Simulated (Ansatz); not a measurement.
The system is InSb3.

```
CELL_PARAMETERS angstrom
0.00000 3.79455 3.79455
3.79455 0.00000 3.79455
3.79455 3.79455 0.00000
ATOMIC_POSITIONS crystal
Sb 0.50000 0.50000 0.50000
Sb 0.75000 0.75000 0.75000
Sb 0.25000 0.25000 0.25000
In 0.00000 0.00000 0.00000
```

The cell comes from a database or a generator and needn't be the stable form of this composition.

Base run:

```yaml
Program: Ansatz 0.2.0
Functional: PBE0 form with a typed share of exact exchange
Potentials_or_basis: Ansatz PAW
Cutoff: "420 eV (not typed: the program's choice for these potentials)"
k_mesh: 4 × 4 × 4
Occupations: fermi-dirac, width 0.05 eV
Spin: no spin polarisation
```

Its results: band gap on the k mesh none (metal or under the smearing width); pressure -4.7 GPa.

Q: After a change of settings the same cell gave: band gap on the k mesh none (metal or under the smearing width); pressure -2.9 GPa. Which change was it?
A. share of exact exchange from 0.35 to 0.5
B. share of exact exchange from 0.35 to 0
C. share of exact exchange from 0.35 to 0.15

A: C.

Caveats: the PAW data sets come from PBE, with cores solved anew for the run's functional, which leaves a small shift of forces and pressure; the thresholds are loose for stress.
